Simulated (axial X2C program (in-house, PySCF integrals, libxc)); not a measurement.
**SSeS²⁺: bond lengths and stretches, held linear**

How do method and spin–orbit coupling move the bonds and stretches of SSeS²⁺, held linear?

The runs use an in-house X2C program for linear molecules on PySCF integrals; all-electron X2C, two-component (2c) or spin-free, S dyall-av3z, Se dyall-v3z.

All values are calculated.

2 further runs of the same task are left out: 2 set aside as unsound or not needed.

## 1. The job

Contents of task.json:

```json
{"zs": [16, 34, 16], "q": 2, "bas": ["dyall-av3z", "dyall-v3z", "dyall-av3z"], "r0": [2.01, 2.01], "symm": 1, "scan": ["PBE0", "HF", "B3LYP"], "levels": ["PBE0", "HF", "TPSSh"], "nst": 2}
```

Keys: zs atomic numbers; q charge; bas basis sets; r0 starting distance in Å; symm equal bonds; scan levels of the two-bond scan; levels methods; nst determinants followed.

Started as:

```bash
> python solin.py task.json out
```

Masses S 31.972, Se 79.917, S 31.972 u.

## 2. Scan at PBE0, 2c

State: Ω = 0 (all partner blocks equally filled). Energies above the lowest point, from the job's result record:

| r(S–Se) (Å) | r(Se–S) (Å) | E (meV) |
| --- | --- | --- |
| 1.9012 | 1.9012 | 96.84 |
| 1.9012 | 1.9500 | 48.09 |
| 1.9012 | 1.9987 | 73.07 |
| 1.9500 | 1.9012 | 48.09 |
| 1.9500 | 1.9500 | 0.00 |
| 1.9500 | 1.9987 | 25.96 |
| 1.9500 | 2.0475 | 107.62 |
| 1.9987 | 1.9012 | 73.07 |
| 1.9987 | 1.9500 | 25.96 |
| 1.9987 | 1.9987 | 53.21 |
| 2.0475 | 1.9500 | 107.62 |
| 2.0475 | 2.0475 | 221.69 |

A quadratic surface with cubic terms in each bond gives the minimum at 1.955 and 1.955 Å, force constants 4.87, 4.87 and coupling 0.09 mdyn/Å.

## 3. Scan at B3LYP, 2c

State: Ω = 0 (all partner blocks equally filled). Energies above the lowest point, from the job's result record:

```
r(S–Se) (Å)  r(Se–S) (Å)  E (meV)
     1.9012       1.9012   180.47
     1.9012       1.9500    97.64
     1.9012       1.9987    88.21
     1.9500       1.9012    97.64
     1.9500       1.9500    15.52
     1.9500       1.9987     7.09
     1.9500       2.0475    54.19
     1.9987       1.9012    88.21
     1.9987       1.9500     7.09
     1.9987       1.9987     0.00
     2.0475       1.9500    54.19
     2.0475       2.0475    99.45
```

A quadratic surface with cubic terms in each bond gives the minimum at 1.979 and 1.979 Å, force constants 4.23, 4.23 and coupling 0.09 mdyn/Å.

## 4. Scan at PBE0, spin-free

State: M_S = 0, Λ = 0 (closed shell). Energies above the lowest point, from the job's result record:

```
r(S–Se) (Å)  r(Se–S) (Å)  E (meV)
     1.9012       1.9012    94.71
     1.9012       1.9500    47.00
     1.9012       1.9987    73.01
     1.9500       1.9012    47.00
     1.9500       1.9500     0.00
     1.9500       1.9987    27.05
     1.9500       2.0475   109.82
     1.9987       1.9012    73.01
     1.9987       1.9500    27.05
     1.9987       1.9987    55.45
     2.0475       1.9500   109.82
     2.0475       2.0475   226.38
```

A quadratic surface with cubic terms in each bond gives the minimum at 1.954 and 1.954 Å, force constants 4.89, 4.89 and coupling 0.09 mdyn/Å.

## 5. The levels side by side

| level | r(S–Se) (Å) | r(Se–S) (Å) | lower stretch (cm⁻¹) | upper stretch (cm⁻¹) |
| --- | --- | --- | --- | --- |
| PBE0, 2c | 1.955 | 1.955 | 513.3 | 676.3 |
| B3LYP, 2c | 1.979 | 1.979 | 479.1 | 629.2 |
| PBE0, spin-free | 1.954 | 1.954 | 514.5 | 677.3 |
| B3LYP, spin-free | 1.979 | 1.979 | 480.6 | 630.6 |

Scans not shown above were run alike.

**Reading.** Over the levels the S–Se bond spans 1.954 to 1.979 Å and the Se–S bond 1.954 to 1.979 Å. At PBE0 spin–orbit coupling leaves both bonds unchanged to 0.001 Å. Each state is one determinant, the lowest of a limited PBE0 search; the stretches come from a fit to few points and are good to some per cent at best. The stretches are sorted by size, and where the two bonds are alike the symmetric and antisymmetric modes can swap order between levels. A multiply charged ion may be only metastable. The molecule was held linear; bending was not examined, so a bent shape may lie lower.
